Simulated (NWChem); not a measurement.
# ZnSiH3O (SMILES [SiH3][O][Zn]): levels of theory compared

We compute a comparison of 3 runs (UHF/3-21G, UB3LYP/6-31G*) of ZnSiH3O. 

The calculation is run with NWChem 7.3.0.

1 further run of the same task is left out (it didn't finish).

## (1) The molecule

ZnSiH3O: 6 atoms, total charge 0, spin state doublet. As SMILES, `[SiH3][O][Zn]`. The coordinates come from a PBE0-D4/def2-TZVP relaxation.

Bond lengths: Si1–O2 1.622 Å, O2–Zn3 1.810 Å, Si1–H4 1.493 Å, Si1–H5 1.489 Å, Si1–H6 1.493 Å. Angles: Si1–O2–Zn3 143.1°, O2–Si1–H4 112.0°, O2–Si1–H5 109.6°, O2–Si1–H6 112.0°, H4–Si1–H5 108.0°, H4–Si1–H6 107.0°, H5–Si1–H6 108.0°.

## (2) Energy and gradient at UHF/3-21G (run 1)

File run.py:

```python
from ase import Atoms
from ase.calculators.nwchem import NWChem

atoms = Atoms(['Si', 'O', 'Zn', 'H', 'H', 'H'], positions=[
    [0.155600, 0.509800, 0.020700],
    [0.128100, -1.055700, -0.403800],
    [-0.754100, -2.612600, -0.134500],
    [-1.122100, 1.204100, -0.319500],
    [1.261400, 1.202900, -0.696400],
    [0.373300, 0.687500, 1.487400],
])

calc = NWChem(
    label='calc',
    theory='scf',
    memory='2200 mb',
    basis='3-21G',
    basispar='spherical bse',
    scf={'nopen': '1', 'uhf': None, 'thresh': '1e-08', 'maxiter': '80'},
)
atoms.calc = calc

forces = atoms.get_forces()
print("Total energy (eV):", round(atoms.get_potential_energy(), 6))
print("forces (eV/A):")
for s, f in zip(atoms.symbols, forces):
    print(f"{s:2s} {f[0]:10.5f} {f[1]:10.5f} {f[2]:10.5f}")
```

The run is started by

```console
$ export ASE_NWCHEM_COMMAND="nwchem PREFIX.nwi > PREFIX.nwo"
$ python run.py
```

What it wrote:

```text
Total energy (eV): -58031.186195
forces (eV/A):
Si    0.40423    0.88868   -0.07276
O    -1.30576   -2.74897    0.27146
Zn    0.99075    1.43468   -0.39158
H    -0.01610    0.10161    0.05543
H    -0.04381    0.21705    0.09760
H    -0.02931    0.10691    0.03980
```

The calculator wrote calc.nwi:

```
title "calc"

permanent_dir calc

scratch_dir calc

start calc

geometry units angstrom nocenter noautosym noautoz
  Si 1.5559999999999999e-01 5.0980000000000003e-01 2.0700000000000000e-02
  O  1.2809999999999999e-01 -1.0557000000000001e+00 -4.0379999999999999e-01
  Zn -7.5409999999999999e-01 -2.6126000000000000e+00 -1.3450000000000001e-01
  H  -1.1221000000000001e+00 1.2040999999999999e+00 -3.1950000000000001e-01
  H  1.2614000000000001e+00 1.2029000000000001e+00 -6.9640000000000002e-01
  H  3.7330000000000002e-01 6.8750000000000000e-01 1.4874000000000001e+00
end

memory 2200 mb

basis spherical bse noprint
   * library 3-21G
end

scf
  nopen 1
  uhf
  thresh 1e-08
  maxiter 80
end

task scf gradient
```

calc.nwo, cut to the lines that bear on the results:

```text
[...]
      One electron energy =  -3393.443854010898
[... 1 line left out ...]
 Nuclear repulsion energy =    207.385377458045
[... 50 lines left out ...]
          Final beta eigenvalues
[... 246 lines left out ...]
                     UHF Final Beta Molecular Orbital Analysis
[...]
  wavefunction    =   UHF
                         UHF ENERGY GRADIENTS
    atom               coordinates                        gradient
                 x          y          z           x          y          z
   1 Si      0.294041   0.963382   0.039117   -0.007861  -0.017282   0.001415
   2 O       0.242074  -1.994984  -0.763071    0.025393   0.053459  -0.005279
   3 Zn     -1.425042  -4.937098  -0.254168   -0.019267  -0.027900   0.007615
   4 H      -2.120462   2.275419  -0.603767    0.000313  -0.001976  -0.001078
   5 H       2.383700   2.273151  -1.316005    0.000852  -0.004221  -0.001898
   6 H       0.705435   1.299187   2.810778    0.000570  -0.002079  -0.000774
[...]
```

It took 6 s on 1 thread of Intel Xeon Platinum 8488C (Sapphire Rapids), shared host; peak memory 0.099 GiB.

## (3) Energy and forces at UB3LYP/6-31G(d) (spherical functions) (run 2)

File run.py:

```python
from ase import Atoms
from ase.calculators.nwchem import NWChem

system = Atoms(['Si', 'O', 'Zn', 'H', 'H', 'H'], positions=[
    [0.155600, 0.509800, 0.020700],
    [0.128100, -1.055700, -0.403800],
    [-0.754100, -2.612600, -0.134500],
    [-1.122100, 1.204100, -0.319500],
    [1.261400, 1.202900, -0.696400],
    [0.373300, 0.687500, 1.487400],
])

calc = NWChem(
    label='test',
    theory='dft',
    memory='2200 mb',
    basis='6-31G*',
    basispar='spherical bse',
    dft={'xc': 'b3lyp', 'mult': '2', 'grid': 'xfine', 'convergence': 'energy 1e-08', 'iterations': '100', 'mulliken': None},
)
system.calc = calc

forces = system.get_forces()
e = system.get_potential_energy()
print(f"E = {e:.6f} eV")
print("forces (eV/A):")
for s, f in zip(system.symbols, forces):
    print(f"{s:2s} {f[0]:10.5f} {f[1]:10.5f} {f[2]:10.5f}")
```

The run is started by

```console
$ export ASE_NWCHEM_COMMAND="nwchem PREFIX.nwi > PREFIX.nwo"
$ python run.py
```

What it wrote:

```text
E = -58385.757508 eV
forces (eV/A):
Si   -0.05322    0.37780    0.15149
O    -0.22369   -1.14409   -0.14624
Zn    0.26991    0.55850   -0.05862
H    -0.01841    0.07677    0.01172
H     0.02011    0.06273    0.00134
H     0.00530    0.06834    0.04031
```

The calculator wrote test.nwi:

```
title "test"

permanent_dir test

scratch_dir test

start test

geometry units angstrom nocenter noautosym noautoz
  Si 1.5559999999999999e-01 5.0980000000000003e-01 2.0700000000000000e-02
  O  1.2809999999999999e-01 -1.0557000000000001e+00 -4.0379999999999999e-01
  Zn -7.5409999999999999e-01 -2.6126000000000000e+00 -1.3450000000000001e-01
  H  -1.1221000000000001e+00 1.2040999999999999e+00 -3.1950000000000001e-01
  H  1.2614000000000001e+00 1.2029000000000001e+00 -6.9640000000000002e-01
  H  3.7330000000000002e-01 6.8750000000000000e-01 1.4874000000000001e+00
end

memory 2200 mb

basis spherical bse noprint
   * library 6-31G*
end

dft
  xc b3lyp
  mult 2
  grid xfine
  convergence energy 1e-08
  iterations 100
  mulliken
end

task dft gradient
```

test.nwo, cut to the lines that bear on the results:

```text
[...]
      One electron energy =    -3403.166488304775
[... 2 lines left out ...]
 Nuclear repulsion energy =      207.385377458045
[... 1156 lines left out ...]
          Convergence on energy requested:  1.00D-08
[... 25 lines left out ...]
          Spatial weights used:  Erf1
[...]
  wavefunction    = open shell
                         DFT ENERGY GRADIENTS
    atom               coordinates                        gradient
                 x          y          z           x          y          z
   1 Si      0.294041   0.963382   0.039117    0.001035  -0.007347  -0.002946
   2 O       0.242074  -1.994984  -0.763071    0.004350   0.022249   0.002844
   3 Zn     -1.425042  -4.937098  -0.254168   -0.005249  -0.010861   0.001140
   4 H      -2.120462   2.275419  -0.603767    0.000358  -0.001493  -0.000228
   5 H       2.383700   2.273151  -1.316005   -0.000391  -0.001220  -0.000026
   6 H       0.705435   1.299187   2.810778   -0.000103  -0.001329  -0.000784
[...]
```

Wall time 49 s (1 thread of Intel Xeon Platinum 8488C (Sapphire Rapids), shared host); peak memory 0.14 GiB.

## (4) Energy and forces at UB3LYP/6-31G(d) (Cartesian functions) (run 3)

File h3osizn.nw:

```
start h3osizn
title "H3OSiZn gradient"
memory stack 880 mb heap 220 mb global 1100 mb
geometry noautosym nocenter noautoz
  Si       0.155600       0.509800       0.020700
  O        0.128100      -1.055700      -0.403800
  Zn      -0.754100      -2.612600      -0.134500
  H       -1.122100       1.204100      -0.319500
  H        1.261400       1.202900      -0.696400
  H        0.373300       0.687500       1.487400
end
basis
  * library 6-31G*
end
dft
  xc b3lyp
  mult 2
  grid xfine
  convergence energy 1e-08
  iterations 100
  mulliken
  print medium
end
task dft gradient
```

The run is started by

```console
$ nwchem h3osizn.nw > h3osizn.out
```

What it wrote:

```text
[...]
          Wavefunction type:  spin polarized.
          No. of atoms     :     6
          No. of electrons :    55
[...]
          Charge           :     0
          Spin multiplicity:     2
[...]
          AO basis - number of functions:    79
[...]
              XC Information
              --------------
                         B3LYP Method XC Potential
                     Hartree-Fock (Exact) Exchange  0.200
                        Slater Exchange Functional  0.800 local
                    Becke 1988 Exchange Functional  0.720 non-local
              Lee-Yang-Parr Correlation Functional  0.810
                  VWN I RPA Correlation Functional  0.190 local
[...]
 d= 0,ls=0.0,diis     1  -2145.5323307669 -2.35D+03  1.30D-02  2.86D-01     4.0
[...]
 d= 0,ls=0.0,diis    12  -2145.6465922862 -4.72D-09  2.77D-07  2.38D-10    39.5
[...]
         Total DFT energy =    -2145.646592286224
      One electron energy =    -3403.256837575997
           Coulomb energy =     1152.172805142107
    Exchange-Corr. energy =     -101.947937310379
 Nuclear repulsion energy =      207.385377458045
[...]
      Total Density - Mulliken Population Analysis
     ---------------------------------------------
    Atom       Charge   Shell Charges
 -----------   ------   -------------------------------------------------------
    1 Si  14    13.42   2.00  1.99  5.96  1.00  1.76  0.19  0.30  0.22
    2 O    8     8.76   1.99  0.89  2.91  0.96  1.99  0.02
    3 Zn  30    29.49   2.00  2.00  6.00  1.97  6.00  0.71  0.30  0.38  0.12  6.82  3.15  0.03
    4 H    1     1.12   0.52  0.60
    5 H    1     1.10   0.52  0.58
    6 H    1     1.12   0.52  0.60
[...]
      <S2> =      0.7513 (Exact =     0.7500)
[...]
  wavefunction    = open shell
                         DFT ENERGY GRADIENTS
    atom               coordinates                        gradient
                 x          y          z           x          y          z
   1 Si      0.294041   0.963382   0.039117    0.000930  -0.006557  -0.002635
   2 O       0.242074  -1.994984  -0.763071    0.006442   0.025054   0.001951
   3 Zn     -1.425042  -4.937098  -0.254168   -0.007289  -0.014398   0.001781
   4 H      -2.120462   2.275419  -0.603767    0.000372  -0.001501  -0.000270
   5 H       2.383700   2.273151  -1.316005   -0.000394  -0.001253  -0.000033
   6 H       0.705435   1.299187   2.810778   -0.000062  -0.001347  -0.000795
[...]
```

Wall time 51 s (1 thread of Intel Xeon Platinum 8488C (Sapphire Rapids), shared host); peak memory 0.14 GiB.

## (5) The series

```tsv
run	level	iteration cap	module	energy (Eh)	dipole moment (D)	HOMO energy (eV)	LUMO energy (eV)	wall time
1	UHF/3-21G	80	scf	-2132.606775	2.63	-8.23	0.20	6 s
2	UB3LYP/6-31G* (spherical functions)	100	dft	-2145.637031	2.50	-6.13	-3.73	49 s
3	UB3LYP/6-31G* (Cartesian functions)	100	dft	-2145.646592	2.49	-6.12	-3.73	51 s
```

## (6) Summary of results

| quantity | value |
| --- | --- |
| run 3: total energy | -2145.64659 Eh |
| run 3: dipole moment | 2.49 D |
| run 3: HOMO energy (highest over α and β) | -6.12 eV |
| run 3: LUMO energy (lowest over α and β) | -3.73 eV |
| run 3: ⟨S²⟩ | 0.751 |
| run 3: largest force on an atom | 1.334 eV/Å |

In words: The dipole moment (its size) runs from 2.49 D (UB3LYP/6-31G*) to 2.63 D (UHF/3-21G). The two ends differ in method and basis. All runs together took 1.8 min, the longest 51 s.
